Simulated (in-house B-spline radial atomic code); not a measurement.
# Hf⁵⁴⁺: RPA response and pair energies

How easily is Hf⁵⁴⁺ polarised, which shells carry the response, and how large is its correlation energy at second order?

Program: an in-house B-spline radial atomic code, version 1. Level of theory: Dirac-Hartree-Fock, relativistic RPA and second-order many-body perturbation theory, no-pair Dirac-Coulomb, B-spline basis. These are calculated values, not measurements, unless marked.

### Step 1. The system

```
element       : hafnium (Z = 72)
charge        : +54
closed shells : [Ne] 3s2 3p6
nucleus       : mass number 180, rms radius 5.347 fm
```

Outer shells as boxes (Hund's rule):

Hf54+
```
[Ne] core
3s [↑↓]
3p [↑↓][↑↓][↑↓]
```

### Step 2. The run

Input settings, with the grid that the program derived:

```ini
basis_form = 2
Z = 72
core_configuration = [Ne] 3s2 3p6
rms_radius = 5.347
mass_number = 180
speed_of_light = 137.035999084
box_radius = 1.824
lmax = 7
intervals = 55
virtual_cutoff = 129600.0
```

Run with:

```bash
python run_mb.py task.json out
```

task.json holds these settings.

Results of the run (chosen fields of its result record, rounded):

```text
status: converged
hf_energy [hartree]: -12179.0146727
orbitals [hartree]:
  - ["1s1/2", -2558.3012]
  - ["2s1/2", -555.61797]
  - ["2p1/2", -537.08313]
  - ["2p3/2", -492.41688]
  - ["3s1/2", -215.85903]
  - ["3p1/2", -208.26248]
  - ["3p3/2", -196.88566]
breit [hartree]: 13.77156
```

Run time: 1.6 s. Hardware: 1 thread, shared host.

The record goes on with the response and the correlation energy; its parts follow in the order written.

The highest level is 3p3/2 at -5358 eV, the deepest 1s1/2 at -69615 eV.

### Step 3. Dipole response

The record's fields for this part:

```text
dipole_polarisability [bohr^3]: 0.004360424
dipole_polarisability_uncoupled [bohr^3]: 0.00453145
dipole_shielding: 0.25
dipole_by_shell [bohr^3]: {"1s1/2": 6.62045e-08, "2s1/2": 9.66679e-07, "2p1/2": 5.50442e-06, "2p3/2": 1.50715e-05, "3s1/2": 6.00658e-05, "3p1/2": 0.000903669, "3p3/2": 0.00337508}
dipole_imaginary_frequency [hartree, au]:
  u: [0.0, 8.16, 20.4, 40.8, 61.2, 81.6, 122.0, 163.0, 204.0, 286.0, 408.0, 612.0, 816.0, 1220.0, 2040.0, 4080.0]
  alpha: [0.004360424, 0.003447055, 0.001885465, 0.0009489853, 0.0006341695, 0.0004770163, 0.0003120396, 0.000222587, 0.0001679408, 0.0001064211, 6.319065e-05, 3.306561e-05, 2.023563e-05, 9.834393e-06, 3.755031e-06, 9.863359e-07]
dipole_excitations [hartree, oscillator strength, leading channel, weight]:
  - [8.869329, 0.0064152, "3p3/2 -> d3/2", 0.964]
  - [12.88263, 0.40909, "3p3/2 -> d5/2", 0.93]
  - [21.38443, 0.60259, "3p1/2 -> d3/2", 0.989]
  - [84.20258, 0.31238, "3p3/2 -> s1/2", 0.999]
  - [95.1345, 0.00026881, "3p3/2 -> d3/2", 0.747]
  - [95.53255, 0.32091, "3p1/2 -> s1/2", 0.76]
  - [96.37222, 1.5392, "3p3/2 -> d5/2", 0.957]
  - [105.8903, 0.57378, "3s1/2 -> p1/2", 0.83]
  - [106.9038, 0.3089, "3p1/2 -> d3/2", 0.832]
  - [110.4297, 0.21163, "3s1/2 -> p3/2", 0.997]
  - [127.4002, 0.061963, "3p3/2 -> s1/2", 1.0]
  - [132.8075, 0.01636, "3p3/2 -> d3/2", 0.981]
  - [133.3567, 0.46737, "3p3/2 -> d5/2", 0.981]
  - [138.7346, 0.017486, "3p1/2 -> s1/2", 0.999]
dipole_real_frequency [hartree, bohr^3]: {"omega": [0.887, 1.77, 2.66, 3.55, 4.43, 5.32, 6.21, 7.1, 7.98], "alpha": [0.004375292, 0.004420452, 0.004499254, 0.004616402, 0.004777992, 0.005001139, 0.00530795, 0.005746597, 0.006457481]}
c6 [hartree bohr^6]: 0.00027209
cauchy_s-4: 1.881171e-05
trk_sum: 17.08827
mean_excitation_energy [hartree]: 275.4905
```

Lowest dipole excitations, with their leading channel:

```tsv
energy (eV)	strength	leading channel	weight
241.35	0.00642	3p3/2 → d3/2	0.96
350.55	0.409	3p3/2 → d5/2	0.93
581.90	0.603	3p1/2 → d3/2	0.99
2291.3	0.312	3p3/2 → s1/2	1.00
2588.7	0.000269	3p3/2 → d3/2	0.75
2599.6	0.321	3p1/2 → s1/2	0.76
2622.4	1.54	3p3/2 → d5/2	0.96
2881.4	0.574	3s1/2 → p1/2	0.83
```

At imaginary frequency the polarisability falls to half its static value near 18 hartree; at 0.9 of the first excitation energy it stands at 1.48 times the static value.

### Step 4. The quadrupole and octupole field

The record's fields for this part:

```text
quadrupole_polarisability [bohr^5]: 8.853033e-05
quadrupole_polarisability_uncoupled [bohr^5]: 8.463127e-05
quadrupole_shielding: -1.1
quadrupole_by_shell [bohr^5]: {"1s1/2": 1.38629e-10, "2s1/2": 1.67651e-07, "2p1/2": 4.43521e-08, "2p3/2": 1.41978e-07, "3s1/2": 4.2798e-05, "3p1/2": 1.13454e-05, "3p3/2": 3.40327e-05}
quadrupole_imaginary_frequency [hartree, au]:
  u: [0.0, 8.16, 20.4, 40.8, 61.2, 81.6, 122.0, 163.0, 204.0, 286.0, 408.0, 612.0, 816.0, 1220.0, 2040.0, 4080.0]
  alpha: [8.853033e-05, 8.591885e-05, 7.604704e-05, 5.972828e-05, 4.774457e-05, 3.853931e-05, 2.573323e-05, 1.774e-05, 1.276202e-05, 7.377155e-06, 3.959155e-06, 1.87829e-06, 1.089893e-06, 5.017504e-07, 1.830514e-07, 4.627424e-08]
quadrupole_excitations [hartree, oscillator strength, leading channel, weight]:
  - [28.13274, 0.0074004, "3s1/2 -> d3/2", 0.982]
  - [30.98837, 0.02292, "3s1/2 -> d5/2", 0.982]
  - [87.03374, 0.03133, "3p3/2 -> p1/2", 1.0]
  - [91.465, 0.026036, "3p3/2 -> p3/2", 1.0]
  - [99.64579, 0.00019002, "3p3/2 -> f5/2", 0.834]
  - [100.4533, 0.26341, "3p3/2 -> f7/2", 0.831]
  - [102.6776, 0.012272, "3p1/2 -> p3/2", 0.996]
  - [111.2702, 0.13266, "3p1/2 -> f5/2", 0.992]
  - [114.3381, 0.026942, "3s1/2 -> d3/2", 0.99]
  - [115.3436, 0.059604, "3s1/2 -> d5/2", 0.996]
  - [128.8216, 0.0029239, "3p3/2 -> p1/2", 1.0]
  - [130.9871, 0.00299, "3p3/2 -> p3/2", 1.0]
  - [134.9095, 1.5336e-06, "3p3/2 -> f5/2", 0.877]
  - [135.2232, 0.010209, "3p3/2 -> f7/2", 0.877]
c8 [hartree bohr^8]: 4.621827e-05
octupole_polarisability [bohr^7]: 8.275386e-06
octupole_polarisability_uncoupled [bohr^7]: 6.906234e-06
octupole_by_shell [bohr^7]: {"1s1/2": -5.9946e-13, "2s1/2": 1.99599e-09, "2p1/2": 1.15504e-09, "2p3/2": 3.57059e-09, "3s1/2": 1.09832e-06, "3p1/2": 1.40213e-06, "3p3/2": 5.76822e-06}
```

Lowest quadrupole excitations, with their leading channel:

```tsv
energy (eV)	strength	leading channel	weight
765.53	0.00740	3s1/2 → d3/2	0.98
843.24	0.0229	3s1/2 → d5/2	0.98
2368.3	0.0313	3p3/2 → p1/2	1.00
2488.9	0.0260	3p3/2 → p3/2	1.00
2711.5	0.000190	3p3/2 → f5/2	0.83
2733.5	0.263	3p3/2 → f7/2	0.83
2794.0	0.0123	3p1/2 → p3/2	1.00
3027.8	0.133	3p1/2 → f5/2	0.99
```

### Step 5. Correlation by partial wave and pair

The record's fields for this part:

```text
second_order_energy [hartree]: {"by_l": [-0.02596321, -0.1876272, -0.6844699, -0.1383232, -0.05294664, -0.0192744, -0.008690165, -0.00447155], "sum": -1.121766, "extrapolated": -1.130906, "direct": -1.640104}
pair_energies [hartree]:
  - ["1s1/2", "1s1/2", -0.036403]
  - ["2s1/2", "1s1/2", -0.0106964]
  - ["2s1/2", "2s1/2", -0.0117535]
  - ["2p1/2", "1s1/2", -0.0208374]
  - ["2p1/2", "2s1/2", -0.0232868]
  - ["2p1/2", "2p1/2", -0.0219602]
  - ["2p3/2", "1s1/2", -0.02383]
  - ["2p3/2", "2s1/2", -0.0437499]
  - ["2p3/2", "2p1/2", -0.09323]
  - ["2p3/2", "2p3/2", -0.0878221]
  - ["3s1/2", "1s1/2", -0.002829]
  - ["3s1/2", "2s1/2", -0.00743466]
  - ["3s1/2", "2p1/2", -0.00789174]
  - ["3s1/2", "2p3/2", -0.0166325]
  - ["3s1/2", "3s1/2", -0.0180708]
  - ["3p1/2", "1s1/2", -0.00501988]
  - ["3p1/2", "2s1/2", -0.0104769]
  - ["3p1/2", "2p1/2", -0.0140525]
  - ["3p1/2", "2p3/2", -0.0368225]
  - ["3p1/2", "3s1/2", -0.0245237]
  - ["3p1/2", "3p1/2", -0.0454794]
  - ["3p3/2", "1s1/2", -0.00595145]
  - ["3p3/2", "2s1/2", -0.0169439]
  - ["3p3/2", "2p1/2", -0.029034]
  - ["3p3/2", "2p3/2", -0.059807]
  - ["3p3/2", "3s1/2", -0.0483962]
  - ["3p3/2", "3p1/2", -0.184725]
  - ["3p3/2", "3p3/2", -0.214106]
```

Share of the summed energy by partial wave: s 2.3 %, p 16.7 %, d 61.0 %, f 12.3 %, g 4.7 %, h 1.7 %, i 0.8 %, k 0.4 %.

### Step 6. Results

```
                         quantity                                   value
            dipole polarisability                          0.004360 bohr³
                 without coupling                          0.004531 bohr³
        quadrupole polarisability                         8.853e-05 bohr⁵
                C6 of a like pair                 0.0002721 hartree bohr⁶
                 dipole shielding                                   0.250
  first dipole root (nearly dark)                                241.3 eV
second-order energy, extrapolated  -1.1309 hartree (-1.71 eV an electron)
```

What this shows: The 3p3/2 subshell carries 77 % of the dipole polarisability of 0.00436 bohr³. Against the uncoupled value, letting the induced field act back on the electrons lowers it by 4 %. The dipole shielding factor is near N/Z = 0.250, as the balance of forces on the electrons requires. Among the pairs 3p3/2–3p3/2 weighs most (19 % of the sum), and the extrapolated tail is 0.8 % of the sum.
